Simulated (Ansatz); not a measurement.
# ClF4HZr: the cost of one run

Program: Ansatz 0.2.0. Level of theory: RHF/def2-SVP. These are calculated values, not measurements.

### Step 1. Starting point

Bond lengths: Zr1–Cl2 2.870 Å, Zr1–F3 1.980 Å, Zr1–F4 1.979 Å, Zr1–F5 1.979 Å, Zr1–F6 2.280 Å. Angles: Cl2–Zr1–F3 109.4°, Cl2–Zr1–F4 109.5°, Cl2–Zr1–F5 109.5°, Cl2–Zr1–F6 71.6°, F3–Zr1–F4 109.5°, F3–Zr1–F5 109.5°, F3–Zr1–F6 178.9°, F4–Zr1–F5 109.5°, F4–Zr1–F6 70.0°, F5–Zr1–F6 70.0°.

Structure file:

```xyz
7

Zr    0.0000    0.0000    0.0000
Cl    0.0000    0.0000    2.8700
F     1.8671    0.0000   -0.6593
F    -0.9326    1.6157   -0.6593
F    -0.9326   -1.6157   -0.6593
F    -2.1637    0.0000    0.7189
H    -1.5793    0.0000    1.9315
```

### Step 2. Pulling towards end A

Springs on the bonds that form and break draw the guess towards this end; the thresholds are loose.

File input.yaml:

```yaml
crystal:
  periodic: [false, false, false]
  atoms:
    - { symbol: Zr, position_ang: [0.0, 0.0, 0.0] }
    - { symbol: Cl, position_ang: [0.0, 0.0, 2.87] }
    - { symbol: F, position_ang: [1.8671, 0.0, -0.6593] }
    - { symbol: F, position_ang: [-0.9326, 1.6157, -0.6593] }
    - { symbol: F, position_ang: [-0.9326, -1.6157, -0.6593] }
    - { symbol: F, position_ang: [-2.1637, 0.0, 0.7189] }
    - { symbol: H, position_ang: [-1.5793, 0.0, 1.9315] }
basis:
  gaussian: { orbitals: def2-SVP }
hamiltonian:
  xc: hf
relax:
  f_tol: 0.15
  max_steps: 25
  restrain:
    - { distance: [0, 5], at: 3.18, k: 30.0 }
    - { distance: [6, 1], at: 2.57, k: 30.0 }
    - { distance: [0, 1], at: 2.52, k: 30.0 }
    - { distance: [6, 5], at: 0.92, k: 30.0 }
```

Run with:

```
> ansatz run input.yaml --threads 2 --pin off --max-ram 3072MiB --backend cpu --events-out ev --progress --plain --runs-dir out
```

Q: Estimate wall time and peak memory on 2 threads of Arm Neoverse N1, shared host.

About 26 s, with a peak of 0.24 GiB.
